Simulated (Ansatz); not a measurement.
The system is YNiC2.

```xyz
4
Lattice="3.6105 0.0000 0.0000 0.0000 2.2428 2.9912 0.0000 -2.2428 2.9912" Properties=species:S:1:pos:R:3 pbc="T T T"
Y     0.0000    0.0000    0.0188
Ni    1.8053    0.0000    3.6698
C     1.8053   -0.6846    1.8140
C     1.8053    0.6846    1.8140
```

The cell is a database's computed one.

| Quantity | Value |
| --- | --- |
| Program | Ansatz 0.2.0 |
| Task | relaxation of cell and atoms |
| Functional | RPBE |
| Dispersion | D3(BJ) |
| Potentials or basis | Ansatz PAW |
| Cutoff | 420 eV (not typed: the program's choice for these potentials) |
| k mesh | 7 × 8 × 8 |
| Occupations | fermi-dirac, width 0.05 eV |
| Spin | collinear spin, ferromagnetic start |
| Starting moments | [0.0, 1.0, 0.0, 0.0] μB |

At the start: volume 12.11 Å³/atom.

Problem. How do energy, volume and symmetry change on relaxing?

Solution. It ends after 8 steps and the volume is 10.69 Å³/atom (-11.7 %); space group Amm2 (No. 38, to 0.05 Å); moment 0.00 μB per cell.

Step by step:
| step | energy change (eV) | largest force (eV/Å) | volume (Å³) |
| --- | --- | --- | --- |
| 1 | 0.0000 | 0.1766 | 48.44 |
| 2 | -0.3488 | 0.1971 | 44.80 |
| 3 | -0.4070 | 0.1864 | 42.32 |
| 4 | -0.4111 | 0.1053 | 42.83 |
| 5 | -0.4114 | 0.0014 | 42.80 |
| 6 | -0.4069 | 0.0008 | 42.80 |
| 7 | -0.4069 | 0.0004 | 42.77 |
| 8 | -0.4069 | 0.0003 | 42.77 |

Final structure:
```cif
data_structure
_symmetry_space_group_name_H-M 'P 1'
_symmetry_Int_Tables_number 1
_cell_length_a 3.3294
_cell_length_b 3.6551
_cell_length_c 3.6551
_cell_angle_alpha 74.064
_cell_angle_beta 90.000
_cell_angle_gamma 90.000
_cell_volume 42.77
loop_
_atom_site_label
_atom_site_type_symbol
_atom_site_fract_x
_atom_site_fract_y
_atom_site_fract_z
_atom_site_occupancy
Y1 Y 0.00000 0.00291 0.00291 1
Ni1 Ni 0.50000 0.61222 0.61222 1
C1 C 0.50000 0.14884 0.45903 1
C2 C 0.50000 0.45903 0.14884 1
```

Caveat: the plane-wave basis is chosen anew once the cell has moved, so the energies of steps on either side of that aren't comparable; the PAW data sets come from PBE, with cores solved anew for the run's functional, which leaves a small shift of forces and pressure; the starting moments weren't kept.
